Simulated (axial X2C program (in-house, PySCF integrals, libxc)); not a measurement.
**InC: bond curves with and without spin–orbit coupling**

Aim: find the lowest determinant of InC, scan the bond at several levels and fit the constants, once spin-free and once with spin–orbit coupling.

Program: an in-house X2C program for linear molecules on PySCF integrals. Level of theory: all-electron X2C, In dyall-cv3z, C dyall-v3z. These are calculated values, not measurements.

### Step 1. Input

Contents of task.json:

```json
{
 "zs": [
  49,
  6
 ],
 "q": 0,
 "bas": [
  "dyall-cv3z",
  "dyall-v3z"
 ],
 "levels": [
  "PBE0",
  "HF",
  "M06"
 ],
 "cc": true,
 "r0": 2.03,
 "thr": -1.0,
 "nmax": 90,
 "npts": 10,
 "nst": 2,
 "ntry": 6
}
```

Keys: zs atomic numbers; q charge; bas basis sets; levels methods (HF also brings MP2); cc coupled cluster on or off; r0 starting distance in Å; thr threshold in hartree for freezing inner shells (an s shell follows its p shell); nmax most natural virtual spinors; npts points asked for on the curve; nst determinants followed; ntry starts of the search.

On the command line:

```console
python so2c.py task.json out
```

Spin-free means the one-electron spin-free X2C Hamiltonian; two-component (2c) means X2C with spin–orbit coupling and atomic mean-field two-electron Coulomb and Gaunt terms. Basis: In dyall-cv3z contracted to [11s12p9d4f1g], C dyall-v3z contracted to [7s6p2d1f]; Gaussian nuclei, density fitting. Masses: In 114.904 u, C 12.000 u.

Notation: σ, π±, δ± give the projection m of an orbital's angular momentum (0, ±1, ±2), α and β its spin, Λ and M_S the sums; ω is the projection of a spinor's total angular momentum and Ω the sum. Logs are in hartree.

The results follow Hamiltonian by Hamiltonian and level by level.

### Step 2. Search for the lowest determinant

PBE0 moves the distance from 2.030 Å to 2.209 Å and compares determinants there.

Spin-free determinants:

```csv
ΔE (eV),state,open shells
0.00,"M_S = 3/2, Λ = 0","beyond closed shells: σα, π+α, π-α"
0.55,"M_S = 1/2, Λ = 0","beyond closed shells: σβ, π+α, π-α"
1.32,"M_S = 1/2, Λ = 2","beyond closed shells: σα, π+α, π+β"
1.32,"M_S = 1/2, Λ = 0","beyond closed shells: σα, π+β, π-α"
1.69,"M_S = 1/2, Λ = 1",beyond closed shells: π+α
1.78,"M_S = 1/2, Λ = 1","beyond closed shells: π+α, π+β, π-α"
2.98,"M_S = 3/2, Λ = 1","beyond closed shells: 2 × π+α, π-α"
```

Two-component determinants:

```
ΔE (eV)    state                                  open shells
   0.00  Ω = 3/2                excess of +ω over −ω: ω = 3/2
   0.55  Ω = 1/2  excess of +ω over −ω: 2 × ω = -1/2, ω = 3/2
   1.28  Ω = 1/2                excess of +ω over −ω: ω = 1/2
   1.32  Ω = 5/2   excess of +ω over −ω: 2 × ω = 1/2, ω = 3/2
   1.37  Ω = 1/2                excess of +ω over −ω: ω = 1/2
   3.08  Ω = 5/2  excess of +ω over −ω: ω = -1/2, 2 × ω = 3/2
   3.65  Ω = 7/2   excess of +ω over −ω: ω = 1/2, 2 × ω = 3/2
```

### Step 3. PBE0, spin-free

State followed: M_S = 3/2, Λ = 0 (beyond closed shells: σα, π+α, π-α). The scan is laid around 2.209 Å, a first estimate of the minimum, and this SCF restarts from the orbitals of the search.

Output at 2.209 Å:

```text
spin-free X2C-1e  PBE0
basis functions 171  fitting functions 906  grid points 5081
iter        total energy     max residual
   1      -5918.593985808     2.69e-05
   2      -5918.593985817     1.28e-05
converged
one-electron -8285.13798597  Coulomb 2462.37178416  exact exchange -40.93389609  xc functional -125.32308664  nuclear repulsion 70.42919874
```

Along the bond, energies from the lowest point:

```csv
R (Å),E (eV),μ (D),HOMO (eV),LUMO (eV),iterations
1.922,0.5313,-1.78,-6.06,-2.70,30
2.010,0.2154,-2.06,-6.11,-2.56,16
2.076,0.0825,-2.29,-6.13,-2.47,15
2.143,0.0159,-2.54,-6.14,-2.39,13
2.209,0.0000,-2.80,-6.14,-2.33,2
2.286,0.0293,-3.12,-6.12,-2.27,14
2.364,0.0961,-3.45,-6.09,-2.23,13
2.463,0.2194,-3.88,-5.97,-2.21,13
2.584,0.4045,-4.39,-5.76,-2.21,13
2.761,0.7033,-5.11,-5.49,-2.25,13
```

Dipoles are positive if C is the positive end.

Outer orbitals at the reference distance:

```json
{"symmetry": "σα", "occupied": "yes", "ε (eV)": "-21.58", "atomic character": "96% In d, 2% C s"}
{"symmetry": "δ+α", "occupied": "yes", "ε (eV)": "-21.47", "atomic character": "100% In d"}
{"symmetry": "δ-α", "occupied": "yes", "ε (eV)": "-21.47", "atomic character": "100% In d"}
{"symmetry": "δ+β", "occupied": "yes", "ε (eV)": "-21.44", "atomic character": "100% In d"}
{"symmetry": "δ-β", "occupied": "yes", "ε (eV)": "-21.44", "atomic character": "100% In d"}
{"symmetry": "σβ", "occupied": "yes", "ε (eV)": "-21.38", "atomic character": "98% In d"}
{"symmetry": "π-α", "occupied": "yes", "ε (eV)": "-21.37", "atomic character": "100% In d"}
{"symmetry": "π+α", "occupied": "yes", "ε (eV)": "-21.37", "atomic character": "100% In d"}
{"symmetry": "π+β", "occupied": "yes", "ε (eV)": "-21.28", "atomic character": "100% In d"}
{"symmetry": "π-β", "occupied": "yes", "ε (eV)": "-21.28", "atomic character": "100% In d"}
{"symmetry": "σα", "occupied": "yes", "ε (eV)": "-16.16", "atomic character": "71% C s, 10% In s, 9% In p"}
{"symmetry": "σβ", "occupied": "yes", "ε (eV)": "-12.67", "atomic character": "59% C s, 23% In s, 8% In p"}
{"symmetry": "σα", "occupied": "yes", "ε (eV)": "-9.63", "atomic character": "54% In s, 35% C p, 7% C s"}
{"symmetry": "σβ", "occupied": "yes", "ε (eV)": "-8.01", "atomic character": "56% In s, 15% C s, 12% In p"}
{"symmetry": "π+α", "occupied": "yes", "ε (eV)": "-6.50", "atomic character": "83% C p, 12% In p, 4% In d"}
{"symmetry": "π-α", "occupied": "yes", "ε (eV)": "-6.50", "atomic character": "83% C p, 12% In p, 4% In d"}
{"symmetry": "σα", "occupied": "yes", "ε (eV)": "-6.14", "atomic character": "48% C p, 29% In p, 21% In s"}
{"symmetry": "π-β", "occupied": "no", "ε (eV)": "-2.33", "atomic character": "69% In p, 30% C p"}
{"symmetry": "π+β", "occupied": "no", "ε (eV)": "-2.33", "atomic character": "69% In p, 30% C p"}
{"symmetry": "σβ", "occupied": "no", "ε (eV)": "-2.06", "atomic character": "54% C p, 30% In p, 9% In s"}
{"symmetry": "π+α", "occupied": "no", "ε (eV)": "-1.56", "atomic character": "83% In p, 11% C p, 4% In d"}
```

PBE0 fields in the half plane through the axis: z from -2.4 to 4.5 Å across, distance from the axis 0.15 to 2.25 Å upwards; In lies at z = 0 and C at z = 2.209 Å; the ELF is damped to zero where the density is low.

log10 density (e/bohr³). Ten even steps from ' ' (-4.78 ) to '@' (1.81 ):
```
......::::::::::::::::::::::::::::::......      
....::::::------------::::::::::::::::::....    
..::::--------------------------------::::....  
::::------==========================----::::....
::::----====++++++++==================----::::..
::----====++++******++++++++++++++++====----::..
::----====++**######**++++++******++++==----::..
::----==++++##%%@@%%##++++++**####**++====--::..
```

ELF. Ten even steps from '0' (0.00 ) to '9' (0.92 ):
```
000133332100001110000000
003566653211112332110000
037887654322234555421000
379986533222346777642100
599975322222368898864200
799863345422489999986310
899853488842488579997410
999843738372484828997520
```

Re = 2.200 Å, ωe = 475 cm⁻¹, ωexe = 2.74 cm⁻¹, Be = 0.3205 cm⁻¹, De = 2.97 eV, μ = -2.77 D.

### Step 4. HF, spin-free

Output at 2.209 Å:

```text
spin-free X2C-1e  HF
basis functions 171  fitting functions 906  grid points 5081
iter        total energy     max residual
   1      -5916.072587448     3.25e-01
   2      -5916.099275814     1.10e-02
   3      -5916.101802587     1.78e-02
   4      -5916.102526780     8.27e-03
   5      -5916.102830452     2.30e-03
   6      -5916.102949784     3.61e-03
   7      -5916.102976079     1.38e-03
   8      -5916.102979788     1.21e-04
   9      -5916.102980372     2.08e-04
  10      -5916.102980494     8.34e-05
  11      -5916.102980521     1.43e-05
  12      -5916.102980526     1.58e-05
  13      -5916.102980526     3.56e-06
  14      -5916.102980527     1.78e-06
converged
one-electron -8284.54526139  Coulomb 2461.88031760  exact exchange -163.86723547  xc functional 0.00000000  nuclear repulsion 70.42919874
```

Re = 2.231 Å, ωe = 481 cm⁻¹, ωexe = 2.75 cm⁻¹, Be = 0.3117 cm⁻¹, De = 1.99 eV, μ = -2.62 D.

### Step 5. M06, spin-free

The SCF at the reference distance of 2.209 Å:

```text
spin-free X2C-1e  M06
basis functions 171  fitting functions 906  grid points 5081
iter        total energy     max residual
   1      -5919.059232357     1.65e-01
   2      -5919.066303528     4.07e-03
   3      -5919.066429284     3.53e-03
   4      -5919.066482168     1.81e-03
   5      -5919.066487265     4.07e-04
   6      -5919.066489273     3.22e-04
   7      -5919.066489470     4.55e-05
   8      -5919.066489483     9.34e-06
   9      -5919.066489483     5.05e-06
converged
one-electron -8285.12103939  Coulomb 2462.37424314  exact exchange -44.21391604  xc functional -122.53497592  nuclear repulsion 70.42919874
```

Re = 2.217 Å, ωe = 474 cm⁻¹, ωexe = 2.75 cm⁻¹, Be = 0.3156 cm⁻¹, De = 2.92 eV, μ = -2.82 D.

### Step 6. MP2 and beyond, spin-free

Correlated methods: 7 electrons correlated (frozen shells, counted by type: In 4 s, 3 p, 2 d; C 1 s), 235 virtual spinors in MP2, 89 natural virtuals in coupled cluster.

Output of the correlated part at 2.209 Å:

```text
correlated 7  virtual 235  natural virtual 89  E(MP2) -0.126889663  MP2 remainder -0.002385562
iter   CCSD correlation   residual
   1     -0.141312943   1.18e-01
   2     -0.148451617   5.36e-02
   3     -0.149436612   2.22e-02
   4     -0.149952209   1.37e-02
   5     -0.150288521   6.99e-03
   6     -0.150326733   1.85e-03
   7     -0.150339336   6.90e-04
   8     -0.150333227   2.82e-04
   9     -0.150330550   1.10e-04
  10     -0.150330756   2.73e-05
  11     -0.150330962   1.02e-05
  12     -0.150331033   3.70e-06
  13     -0.150331060   1.62e-06
  14     -0.150331080   9.10e-07
  15     -0.150331105   5.24e-07
  16     -0.150331119   2.44e-07
(T) -0.006179084  T1 0.0476  D1 0.0872  max T2 0.085
```

T1 in the output is the amplitude norm over the root of the electron number; divide by √2 for the Lee–Taylor value.

MP2: Re = 2.236 Å, ωe = 480 cm⁻¹, Be = 0.3103 cm⁻¹, De = 2.73 eV.

CCSD: Re = 2.233 Å, ωe = 478 cm⁻¹, ωexe = 2.64 cm⁻¹, Be = 0.3113 cm⁻¹, De = 2.58 eV. T1 at Re = 0.033 (Lee–Taylor, the printed value over √2).

CCSD(T): Re = 2.234 Å, ωe = 476 cm⁻¹, ωexe = 2.61 cm⁻¹, Be = 0.3109 cm⁻¹, De = 2.68 eV. T1 at Re = 0.033 (Lee–Taylor, the printed value over √2).

### Step 7. A higher determinant, spin-free

State: M_S = 1/2, Λ = 0 (beyond closed shells: σβ, π+α, π-α).

Output at the reference distance:

```text
spin-free X2C-1e  PBE0
basis functions 171  fitting functions 906  grid points 5081
iter        total energy     max residual
   1      -5918.573640189     3.77e-05
   2      -5918.573640201     1.15e-05
   3      -5918.573640202     6.16e-06
converged
one-electron -8284.93690067  Coulomb 2462.16110187  exact exchange -40.92352384  xc functional -125.30351630  nuclear repulsion 70.42919874
```

```csv
R (Å),E above the lowest PBE0 point (eV)
1.922,1.041
2.010,0.741
2.076,0.619
2.143,0.562
2.209,0.554
2.286,0.590
2.364,0.661
2.463,0.787
2.584,0.970
```

Re = 2.188 Å, ωe = 478 cm⁻¹, ωexe = 3.09 cm⁻¹, Be = 0.3241 cm⁻¹, μ = -3.01 D. ⟨S²⟩ = 1.77 against 0.75 for a pure state, so this determinant mixes spins. Te = 0.55 eV.

### Step 8. The spin-free curves together

Energy (eV) of the followed determinant, spin-free, from each level's lowest point:

```csv
R (Å),PBE0,HF,MP2,CCSD,CCSD(T),M06
1.922,0.531,0.698,0.713,n/a,n/a,0.604
2.010,0.215,0.309,0.320,0.309,0.310,0.259
2.076,0.082,0.136,0.143,0.136,0.137,0.108
2.143,0.016,0.039,0.042,0.039,0.040,0.027
2.209,0.000,0.000,0.000,0.000,0.000,0.000
2.286,0.029,0.011,0.007,0.010,0.009,0.019
2.364,0.096,0.065,0.060,0.063,0.061,0.079
2.463,0.219,0.180,0.174,0.176,0.174,0.196
2.584,0.405,0.361,0.358,n/a,n/a,0.377
2.761,0.703,0.662,0.671,n/a,n/a,0.675
```

(Part 1 of 2 ends here.)
